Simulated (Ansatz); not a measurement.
# CBBr3O: the cost of one run

Method: the levels named in each step, in Ansatz 0.2.0.

### 1 Starting point

Bond lengths: Br1–B2 1.873 Å, B2–Br3 1.877 Å, B2–Br4 1.878 Å, C5–O6 1.127 Å. Angles: Br1–B2–Br3 119.4°, Br1–B2–Br4 120.9°, Br3–B2–Br4 119.6°.

Coordinates:

```xyz
6

Br   -0.0272    1.1980    1.7907
B    -0.0098   -0.0249    0.3724
Br    1.6337   -0.6410   -0.2943
Br   -1.6114   -0.6499   -0.3840
C     0.0762    0.6453   -2.7886
O     0.0994   -0.0034   -3.7104
```

### 2 A rough first relaxation, PBE-D4/def2-SVP

The input, input.yaml:

```yaml
crystal:
  periodic: [false, false, false]
  atoms:
    - { symbol: Br, position_ang: [-0.02723, 1.19795, 1.79068] }
    - { symbol: B, position_ang: [-0.00978, -0.02492, 0.37237] }
    - { symbol: Br, position_ang: [1.63371, -0.64097, -0.29428] }
    - { symbol: Br, position_ang: [-1.61142, -0.64986, -0.38396] }
    - { symbol: C, position_ang: [0.07623, 0.64527, -2.78863] }
    - { symbol: O, position_ang: [0.09944, -0.00338, -3.71043] }
basis:
  gaussian: { orbitals: def2-SVP }
hamiltonian:
  xc: pbe
  dispersion: d4
relax:
  f_tol: 0.03
  max_steps: 200
```

Run with:

```sh
$ ansatz run input.yaml --threads 4 --pin off --max-ram 10240MiB --backend cpu --events-out ev --progress --plain --runs-dir out
```

**Question.** How long does this run take on 4 threads of Intel Xeon at 2.50GHz (Skylake/Cascade Lake), shared host, and how much memory does it need?

About 99 s, with a peak of 0.23 GiB.
